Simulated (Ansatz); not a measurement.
# Ge2F3: the cost of one run

Computed with Ansatz 0.2.0 (DFT PBE, scalar-relativistic, plane waves, PAW, unless a step's input says otherwise).

1 further run of the same task is left out (it didn't finish).

## (1) The structure to begin with

Symmetry: Pm-3m, No. 221, cubic system. Conventional cell: a = 4.276 Å, b = 4.276 Å, c = 4.276 Å, α = 90.00°, β = 90.00°, γ = 90.00°. Ge (site symmetry m-3m) has 12 F at 3.02 Å as nearest neighbours. Around Ge (site symmetry m-3m) lie 6 F at 2.14 Å. F (site symmetry 4/mmm) has 6 Ge at 2.14 to 3.02 Å as nearest neighbours.

Coordinates:

```
CELL_PARAMETERS angstrom
4.27571 0.00000 0.00000
0.00000 4.27571 0.00000
0.00000 0.00000 4.27571
ATOMIC_POSITIONS crystal
Ge 0.00000 0.00000 0.00000
Ge 0.50000 0.50000 0.50000
F 0.00000 0.50000 0.50000
F 0.50000 0.00000 0.50000
F 0.50000 0.50000 0.00000
```

Recipe of the guess: random cell by space group and Wyckoff sites (Pm-3m, No. 221). Its size is a rough estimate.

## (2) A first look at the guess

Contents of input.yaml:

```yaml
crystal:
  lattice:
    - [4.27571413, 0.0, 0.0]
    - [0.0, 4.27571413, 0.0]
    - [0.0, 0.0, 4.27571413]
  atoms:
    - { symbol: Ge, position: [0.0, 0.0, 0.0] }
    - { symbol: Ge, position: [0.5, 0.5, 0.5] }
    - { symbol: F, position: [0.0, 0.5, 0.5] }
    - { symbol: F, position: [0.5, 0.0, 0.5] }
    - { symbol: F, position: [0.5, 0.5, 0.0] }
basis:
  ecutwfc: 420
kpoints:
  mp_grid: { grid: [4, 4, 4] }
hamiltonian:
  xc: pbe
scf:
  occupations: { method: gaussian, width: 0.1 }
  lower_state_search: "off"
output:
  forces: true
  stress: true
  eigenvalues: true
```

Launch:

```bash
> ansatz run input.yaml --threads 1 --pin off --max-ram 2560MiB --backend cpu --events-out ev --progress --plain --runs-dir out
```

What time and memory should one allow on 1 thread of Arm Neoverse V1, shared host?

About 1.7 s, with a peak of 0.3 GiB.
